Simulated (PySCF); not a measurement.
**PtNBr: singlet, from a linear start**

Aim: relax PtNBr as a singlet from a hand-made linear geometry, check by its vibrations whether the end is a minimum, and collect its spectrum and constants.

Program: PySCF 2.14.0. Level of theory: PBE, basis Pt def2-SVP with ECP60, N def2-SVP, Br def2-SVP, scalar-relativistic core potentials, no spin–orbit coupling, density fitting. These are calculated values, not measurements.

**1. The system as given**

3 atoms, charge 0, spin multiplicity 1.

Bond lengths: Pt1–N2 1.720 Å, Pt1–Br3 2.370 Å. Angles: N2–Pt1–Br3 180.0°.

```xyz
3
charge 0 multiplicity 1
Pt    0.0000    0.0000    0.0000
N     0.0000    0.0000   -1.7200
Br    0.0000    0.0000    2.3700
```

**2. Finding the electronic state**

The steps below are one call of a driver around PySCF. For each, scf.py gives the equivalent set-up of the SCF; relaxations use the driver's own optimiser. After this first run the driver tries any further starts and a stability analysis.

Input file scf.py:

```python
from pyscf import gto, scf, dft
mol = gto.M(atom='''
Pt     0.000000     0.000000     0.000000
N      0.000000     0.000000    -1.720000
Br     0.000000     0.000000     2.370000''',
    basis={'Pt': 'def2-SVP', 'N': 'def2-SVP', 'Br': 'def2-SVP'},
    ecp={'Pt': 'def2-SVP'},
    charge=0, spin=0)
mf = dft.RKS(mol, xc='PBE')
mf.grids.atom_grid = (50, 194)
aux = {'Pt': 'def2-universal-JKFIT', 'N': 'def2-universal-JKFIT', 'Br': 'def2-universal-JKFIT'}
mf = mf.density_fit(auxbasis=aux)
mf.conv_tol = 1e-08
mf.diis_space = 10
mf.max_cycle = 60
mf.init_guess = 'minao'
mf.verbose = 4
mf.kernel()
```

On the command line:

```bash
OMP_NUM_THREADS=2 python axn.py task.json out
```

After this run come: Relaxation: linear start, singlet; Vibrations and properties at this point.

Before running it: what results should come out? Wanted: minimum; geometry; wavenumbers; dipole moment; highest occupied, lowest empty level; polar-tensor charge of Pt1; zero-point energy; atomisation energy.

**Answer**, as computed:

```
                                 quantity                                        value
                                  minimum                                 singlet, C∞v
                                 geometry  Pt–Br 2.370 Å, Pt–N 1.697 Å; Br–Pt–N 180.0°
                       wavenumbers (cm⁻¹)                  56 (π), 259 (σ+), 1014 (σ+)
                            dipole moment                                       0.59 D
     highest occupied, lowest empty level                              -6.64, -5.56 eV
               polar-tensor charge of Pt1                                      +0.48 e
                        zero-point energy                                   8.3 kJ/mol
                      entropy at 298.15 K                              304.0 J/(mol K)
atomisation energy (no zero-point energy)                                   745 kJ/mol
```

In words: The linear start keeps its C∞v symmetry and ends in a minimum. The strongest infrared band lies at 1014 cm⁻¹ (σ+, stretch). Only this shape and spin were tried, so other structures or states may lie lower. Spin–orbit coupling, left out here, can matter for elements this heavy.
